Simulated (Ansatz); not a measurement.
# C3H9AlO: a ladder of functionals and wavefunction methods

The task here is to estimate one member of a computed series from the others.

The runs use Ansatz 0.2.0, Gaussian basis; functionals in def2-TZVPP, the program's frozen cores in correlated methods.

The runs, in order: PBE-D4, r2SCAN-D4, PBE0-D4, B3LYP-D4, ωB97X-V, ωB97M-V, B2PLYP; CCSD(T)/def2-TZVPP; MP2/def2-QZVPP; extrapolation to the limit.

### The relaxed structure

The geometry comes from an earlier relaxation with PBE0-D4 in a triple-zeta def2 set; it is a stationary point, not always the lowest conformer.

14 atoms, charge 0, spin multiplicity 1.

Atoms are counted from 1 here; the program's logs count them from 0.

Bond lengths: C1–C2 1.522 Å, C1–H6 1.092 Å, C1–H7 1.094 Å, C1–H8 1.094 Å, C2–C3 1.528 Å, C2–H9 1.097 Å, C2–H10 1.097 Å, C3–O4 1.427 Å, C3–Al5 1.981 Å, C3–H11 1.107 Å, O4–H12 0.962 Å, Al5–H13 1.592 Å, Al5–H14 1.585 Å. Angles: C2–C1–H6 111.4°, C2–C1–H7 111.0°, C2–C1–H8 111.7°, H6–C1–H7 107.8°, H6–C1–H8 106.7°, H7–C1–H8 108.1°, C1–C2–C3 113.7°, C1–C2–H9 109.0°, C1–C2–H10 109.2°, C3–C2–H9 109.7°, C3–C2–H10 108.4°, H9–C2–H10 106.6°, C2–C3–O4 112.6°, C2–C3–Al5 112.9°, C2–C3–H11 106.9°, O4–C3–Al5 107.9°, O4–C3–H11 109.5°, Al5–C3–H11 106.9° and more.

Set-up of the first run:

in.yaml reads:

```yaml
crystal:
  periodic: [false, false, false]
  atoms:
    - {symbol: C, position_ang: [-1.709507, 0.571518, 0.632790]}
    - {symbol: C, position_ang: [-0.320950, 0.728752, 0.028791]}
    - {symbol: C, position_ang: [0.489341, -0.566714, 0.008993]}
    - {symbol: O, position_ang: [-0.131842, -1.589061, -0.769461]}
    - {symbol: Al, position_ang: [2.331098, -0.312224, -0.675620]}
    - {symbol: H, position_ang: [-2.240816, 1.525350, 0.665131]}
    - {symbol: H, position_ang: [-1.650325, 0.186878, 1.655488]}
    - {symbol: H, position_ang: [-2.329237, -0.113761, 0.047073]}
    - {symbol: H, position_ang: [-0.416733, 1.120494, -0.991156]}
    - {symbol: H, position_ang: [0.238735, 1.478731, 0.600578]}
    - {symbol: H, position_ang: [0.579949, -0.904629, 1.059228]}
    - {symbol: H, position_ang: [-0.991533, -1.790241, -0.387420]}
    - {symbol: H, position_ang: [3.255333, 0.733632, 0.091130]}
    - {symbol: H, position_ang: [2.883685, -1.097923, -1.936745]}
basis:
  gaussian: {orbitals: def2-TZVPP}
hamiltonian: {xc: pbe, dispersion: d4}
output: {forces: true, orbitals: {seedname: orbitals}}
```

Started as:

```console
$ ansatz run in.yaml --threads 4 --pin off --events-out ev --progress --plain --max-ram 10444MiB
```

Steps of the session up to this table: PBE-D4 (GGA); r2SCAN-D4 (meta-GGA); PBE0-D4 (hybrid); B3LYP-D4 (hybrid); ωB97X-V (range-separated); ωB97M-V (range-separated); B2PLYP (double hybrid); CCSD(T) in def2-TZVPP; MP2 in def2-QZVPP.

One of the session's tables, all rows but one given; the rest of the session is left out.

It belongs to the step «Atomisation energies». 

```
            method  atomisation energy (eV)
            PBE-D4                   52.627
         r2SCAN-D4                   51.989
           PBE0-D4                   51.931
          B3LYP-D4                   51.885
           ωB97X-V                   52.046
           ωB97M-V                   52.068
            B2PLYP                   51.336
     HF/def2-TZVPP                   38.342
    MP2/def2-TZVPP                   51.263
   CCSD/def2-TZVPP                        ?
CCSD(T)/def2-TZVPP                   50.760
           MP2/CBS                   52.490
       CCSD(T)/CBS                   51.987
```

Estimate the missing values for CCSD/def2-TZVPP.

The run gave: atomisation energy (eV): 50.122. In the column «atomisation energy (eV)» it lies between HF/def2-TZVPP (38.342) and CCSD(T)/def2-TZVPP (50.760).

Limits of these values: Free atoms (3 C, 1 O, 1 Al, 9 H) were run apart at each level; the atomisation energy is their sum less the molecule, without zero-point or spin-orbit terms.
